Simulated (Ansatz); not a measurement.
# RuF2: the cost of one run

Method: DFT PBE+U (U_eff = 6 eV on Ru d), plane waves, PAW, in Ansatz 0.2.0.

### Step 1. Starting point

It takes space group C2/m (No. 12, monoclinic). Conventional cell: a = 5.062 Å, b = 3.103 Å, c = 3.569 Å, α = 90.00°, β = 90.04°, γ = 90.00°. Ru (site symmetry 2/m) has 6 F at 1.89 to 2.09 Å in its first shell of neighbours. Around F (site symmetry m) lie 3 Ru at 1.89 to 2.09 Å.

Cell or atoms stand a little off a more symmetric structure (P-3m1 at a tolerance of 0.3 Å), so results at this geometry aren't those of that ideal crystal.

Structure file:

```
Ru F
1.0
     2.53099   -1.55154    0.00000
     2.53099    1.55154    0.00000
    -0.00249    0.00000    3.56922
Ru F
1 2
Direct
  0.00000 0.00000 0.00000
  0.68790 0.68790 0.28890
  0.31210 0.31210 0.71110
```

Magnetic order typed: ferromagnetic.

### Step 2. From atoms, symmetry kept, no search

The input, input.yaml:

```yaml
crystal:
  lattice:
    - [2.53098599, -1.55154476, 0.0]
    - [2.53098599, 1.55154476, 0.0]
    - [-0.00249179, 0.0, 3.56922099]
  atoms:
    - { symbol: Ru, position: [0.0, 0.0, 0.0], spin: 4.0 }
    - { symbol: F, position: [0.6879, 0.6879, 0.2889] }
    - { symbol: F, position: [0.3121, 0.3121, 0.7111] }
basis:
  ecutwfc: 420
  ecutrho_ratio: 4
kpoints:
  mp_grid: { grid: [7, 7, 5] }
hamiltonian:
  xc: pbe
  hubbard: { sites: [{ site: 0, l: d, u_eff: 6.0 }] }
scf:
  occupations: { method: gaussian, width: 0.05 }
  lower_state_search: "off"
  max_iter: 150
output:
  forces: true
  stress: true
  eigenvalues: true
  populations: true
  hubbard: { sites: [{ site: 0, l: d }] }
magnetization:
  spin_polarized: true
```

Launch:

```console
> ansatz run input.yaml --threads 2 --pin off --max-ram 3072MiB --backend cpu --events-out ev --progress --plain --runs-dir out
```

What time and memory should one allow on 2 threads of AMD EPYC 9R45 (Zen 5), shared host?

About 3 s, with a peak of 0.43 GiB.
